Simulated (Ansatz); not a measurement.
# Si16O: the cost of one run

Program: Ansatz 0.2.0. Level of theory: DFT LDA, plane waves, PAW, scalar-relativistic, collinear spin. These are calculated values, not measurements.

### Step 1. The starting structure

The cell holds 17 atoms (OSi16): a = 7.679 Å, b = 7.679 Å, c = 7.679 Å, α = 60.00°, β = 60.00°, γ = 60.00°.

Its coordinates follow in the input file.

### Step 2. End point A

The input, input.yaml:

```yaml
crystal:
  lattice:
    - [0.0, 5.43, 5.43]
    - [5.43, 0.0, 5.43]
    - [5.43, 5.43, 0.0]
  atoms:
    - { symbol: Si, position: [0.0, 0.0, 0.0] }
    - { symbol: Si, position: [0.125, 0.125, 0.125] }
    - { symbol: Si, position: [0.0, 0.0, 0.5] }
    - { symbol: Si, position: [0.125, 0.125, 0.625] }
    - { symbol: Si, position: [0.0, 0.5, 0.0] }
    - { symbol: Si, position: [0.125, 0.625, 0.125] }
    - { symbol: Si, position: [0.0, 0.5, 0.5] }
    - { symbol: Si, position: [0.125, 0.625, 0.625] }
    - { symbol: Si, position: [0.5, 0.0, 0.0] }
    - { symbol: Si, position: [0.625, 0.125, 0.125] }
    - { symbol: Si, position: [0.5, 0.0, 0.5] }
    - { symbol: Si, position: [0.625, 0.125, 0.625] }
    - { symbol: Si, position: [0.5, 0.5, 0.0] }
    - { symbol: Si, position: [0.625, 0.625, 0.125] }
    - { symbol: Si, position: [0.5, 0.5, 0.5] }
    - { symbol: Si, position: [0.625, 0.625, 0.625] }
    - { symbol: O, position: [0.8054022, 0.3246127, 0.3149864], spin: 1.0 }
magnetization:
  spin_polarized: true
basis:
  ecutwfc: 420.0
kpoints:
  mp_grid: { grid: [2, 2, 2] }
hamiltonian:
  xc: lda
  pseudopotentials: { kind: paw, azcp: { folder: soft_1 } }
scf:
  occupations: { method: fermi_dirac, width: 0.05 }
  lower_state_search: "off"
relax:
  f_tol: 0.03
  max_steps: 60
  adjacent_minimum: "off"
```

On the command line:

```
> ansatz run input.yaml --threads 2 --pin off --max-ram 5120MiB --backend cpu --events-out ev --progress --plain --runs-dir out
```

**Question.** How long does this run take on 2 threads of Arm Neoverse V2, shared host, and how much memory does it need?

About 55 s, with a peak of 0.63 GiB.
